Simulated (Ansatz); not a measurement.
# CH₈GeO₂Si: a ladder of functionals and wavefunction methods

One table from this session's results is given with a row withheld; the runs are named, their logs left out.

Method: functionals in def2-TZVPP, the program's frozen cores in correlated methods; program: Ansatz 0.2.0, Gaussian basis.

Levels to be run: PBE-D4, r2SCAN-D4, PBE0-D4, B3LYP-D4, ωB97X-V, ωB97M-V, B2PLYP; CCSD(T)/def2-TZVPP; MP2/def2-QZVPP; extrapolation to the limit.

### The relaxed structure

All runs share one geometry, relaxed beforehand with PBE0-D4 in a triple-zeta def2 set.

SMILES `CO[SiH2][O][GeH3]`, 13 atoms, charge 0, spin multiplicity 1.

Atoms are counted from 1 here; the program's logs count them from 0.

Bond lengths: C1–O2 1.407 Å, C1–H6 1.096 Å, C1–H7 1.091 Å, C1–H8 1.097 Å, O2–Si3 1.642 Å, Si3–O4 1.620 Å, Si3–H9 1.485 Å, Si3–H10 1.491 Å, O4–Ge5 1.782 Å, Ge5–H11 1.533 Å, Ge5–H12 1.537 Å, Ge5–H13 1.534 Å. Angles: O2–C1–H6 111.4°, O2–C1–H7 108.4°, O2–C1–H8 111.7°, H6–C1–H7 108.4°, H6–C1–H8 108.5°, H7–C1–H8 108.4°, C1–O2–Si3 124.1°, O2–Si3–O4 107.3°, O2–Si3–H9 111.3°, O2–Si3–H10 108.2°, O4–Si3–H9 108.5°, O4–Si3–H10 111.7°, H9–Si3–H10 109.8°, Si3–O4–Ge5 131.1°, O4–Ge5–H11 105.0°, O4–Ge5–H12 108.8°, O4–Ge5–H13 108.4°, H11–Ge5–H12 111.4° and more.

Set-up of the first run:

The input, in.yaml:

```yaml
crystal:
  periodic: [false, false, false]
  atoms:
    - {symbol: C, position_ang: [2.163976, -0.215887, 0.748659]}
    - {symbol: O, position_ang: [0.781819, 0.011608, 0.616357]}
    - {symbol: Si, position_ang: [0.121056, 1.070027, -0.451054]}
    - {symbol: O, position_ang: [-1.470213, 0.771813, -0.504637]}
    - {symbol: Ge, position_ang: [-2.387074, -0.740284, -0.285840]}
    - {symbol: H, position_ang: [2.663062, 0.630514, 1.233453]}
    - {symbol: H, position_ang: [2.308997, -1.102012, 1.369121]}
    - {symbol: H, position_ang: [2.640437, -0.391210, -0.223327]}
    - {symbol: H, position_ang: [0.322157, 2.474614, -0.012675]}
    - {symbol: H, position_ang: [0.767534, 0.858395, -1.777687]}
    - {symbol: H, position_ang: [-3.773339, -0.452507, -0.874841]}
    - {symbol: H, position_ang: [-1.674943, -1.866496, -1.052718]}
    - {symbol: H, position_ang: [-2.463470, -1.048575, 1.215189]}
basis:
  gaussian: {orbitals: def2-TZVPP}
hamiltonian: {xc: pbe, dispersion: d4}
output: {forces: true, orbitals: {seedname: orbitals}}
```

On the command line:

```sh
$ ansatz run in.yaml --threads 2 --pin off --events-out ev --progress --plain --max-ram 22528MiB --backend cuda --devices 0, --max-vram 18GiB
```

Among the steps run: PBE-D4 (GGA); r2SCAN-D4 (meta-GGA); PBE0-D4 (hybrid); B3LYP-D4 (hybrid); ωB97X-V (range-separated); ωB97M-V (range-separated); B2PLYP (double hybrid); CCSD(T) in def2-TZVPP; MP2 in def2-QZVPP.

One table of the session follows, with a row left open; its other results are not shown here.

| method | atomisation energy (kcal/mol) |
| --- | --- |
| PBE-D4 | 1078.6 |
| r2SCAN-D4 | 1078.2 |
| PBE0-D4 | ? |
| B3LYP-D4 | 1074.2 |
| ωB97X-V | 1083.7 |
| ωB97M-V | 1077.8 |
| B2PLYP | 1065.7 |
| HF/def2-TZVPP | 790.8 |
| MP2/def2-TZVPP | 1067.8 |
| CCSD/def2-TZVPP | 1044.2 |
| CCSD(T)/def2-TZVPP | 1057.3 |
| MP2/CBS | 1093.9 |
| CCSD(T)/CBS | 1083.4 |

Q: Estimate the row for PBE0-D4 from the others.

The run gave: atomisation energy (kcal/mol): 1064.4. In the column «atomisation energy (kcal/mol)» it lies between CCSD(T)/def2-TZVPP (1057.3) and B2PLYP (1065.7).
